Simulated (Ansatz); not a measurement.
# InP2N3: the cost of one run

Method: DFT PBE, scalar-relativistic, plane waves, PAW, in Ansatz 0.2.0.

## Step 1: The structure to begin with

It takes space group P-3m1 (No. 164, trigonal). Conventional cell: a = 3.307 Å, b = 3.307 Å, c = 8.438 Å, α = 90.00°, β = 90.00°, γ = 120.00°. In (site symmetry -3m) is surrounded by 6 N at 2.58 Å. P (site symmetry 3m) is surrounded by 6 N at 2.27 to 2.28 Å. Around N (site symmetry 3m) lie 3 P at 2.27 Å and 3 In at 2.58 Å. Around N (site symmetry -3m) lie 6 P at 2.28 Å.

Coordinates:

```cif
data_structure
_symmetry_space_group_name_H-M 'P 1'
_symmetry_Int_Tables_number 1
_cell_length_a 3.3073
_cell_length_b 3.3073
_cell_length_c 8.4384
_cell_angle_alpha 90.000
_cell_angle_beta 90.000
_cell_angle_gamma 120.000
_cell_volume 79.94
loop_
_atom_site_label
_atom_site_type_symbol
_atom_site_fract_x
_atom_site_fract_y
_atom_site_fract_z
_atom_site_occupancy
In1 In 0.00000 0.00000 0.50000 1
P1 P 0.33333 0.66667 0.14812 1
P2 P 0.66667 0.33333 0.85188 1
N1 N 0.33333 0.66667 0.70563 1
N2 N 0.00000 0.00000 0.00000 1
N3 N 0.66667 0.33333 0.29437 1
```

The cell is invented: species swapped into a database cell of NaTi2O3 (P-3m1, No. 164), with In on the Na sites, P on the Ti sites and N on the O sites. Lengths come from tabulated atomic sizes and are only a guess.

## Step 2: Probe: one point on a coarse mesh

input.yaml reads:

```yaml
crystal:
  lattice:
    - [3.30731966, 0.0, 0.0]
    - [-1.65365983, 2.86422284, 0.0]
    - [0.0, 0.0, 8.43840939]
  atoms:
    - { symbol: In, position: [0.0, 0.0, 0.5] }
    - { symbol: P, position: [0.33333333, 0.66666667, 0.14812499] }
    - { symbol: P, position: [0.66666667, 0.33333333, 0.85187501] }
    - { symbol: "N", position: [0.33333333, 0.66666667, 0.70563197] }
    - { symbol: "N", position: [0.0, 0.0, 0.0] }
    - { symbol: "N", position: [0.66666667, 0.33333333, 0.29436803] }
basis:
  ecutwfc: 420
kpoints:
  mp_grid: { grid: [6, 6, 2] }
hamiltonian:
  xc: pbe
scf:
  occupations: { method: gaussian, width: 0.1 }
  lower_state_search: "off"
output:
  forces: true
  stress: true
  eigenvalues: true
```

Run with:

```console
$ ansatz run input.yaml --threads 1 --pin off --max-ram 2560MiB --backend cpu --events-out ev --progress --plain --runs-dir out
```

**Question.** How long does this run take on 1 thread of Intel Xeon at 2.50GHz (Skylake/Cascade Lake), shared host, and how much memory does it need?

About 4.4 s, with a peak of 0.37 GiB.
